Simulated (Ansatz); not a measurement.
# GeSbTe₃, space group R3m: a conversion between chain and input file

Computed with Ansatz 0.2.0, Python API.

Input file `input.yaml`:
```yaml
crystal:
  lattice:
    - [2.10348, 1.214445, 9.871463]
    - [-2.10348, 1.214445, 9.871463]
    - [0.0, -2.42889, 9.871463]
  atoms:
    - { symbol: Ge, position: [0.597823, 0.597823, 0.597823] }
    - { symbol: Sb, position: [0.3977, 0.3977, 0.3977] }
    - { symbol: Te, position: [0.99836, 0.99836, 0.99836] }
    - { symbol: Te, position: [0.792575, 0.792575, 0.792575] }
    - { symbol: Te, position: [0.213543, 0.213543, 0.213543] }
kpoints:
  mp_grid: { grid: [6, 6, 6] }
hamiltonian:
  xc: pbe
scf:
  occupations: { method: fermi_dirac, width: 0.15 }
output:
  forces: true
  stress: true
```

Notebook, run cell by cell (the value of a cell's last expression is shown):

**Cell 1**
```python
import ansatz as az
```

**Cell 2**
```python
job = az.Calculation.from_yaml('input.yaml')
print(job.to_python())
```
Output:
```text
(
    az.Lattice.of(((2.10348, 1.214445, 9.871463), (-2.10348, 1.214445, 9.871463), (0.0, -2.42889, 9.871463)))
    .atom("Ge", (0.597823, 0.597823, 0.597823))
    .atom("Sb", (0.3977, 0.3977, 0.3977))
    .atom("Te", (0.99836, 0.99836, 0.99836))
    .atom("Te", (0.792575, 0.792575, 0.792575))
    .atom("Te", (0.213543, 0.213543, 0.213543))
    .calculation()
    .kpoints(6, 6, 6)
    .functional("pbe")
    .occupations(method="fermi_dirac", width=0.15)
    .forces()
    .stress()
)
```

The input is only written out: it wasn't run, and its settings aren't tested. The structure comes from a database and needn't be a stable phase.
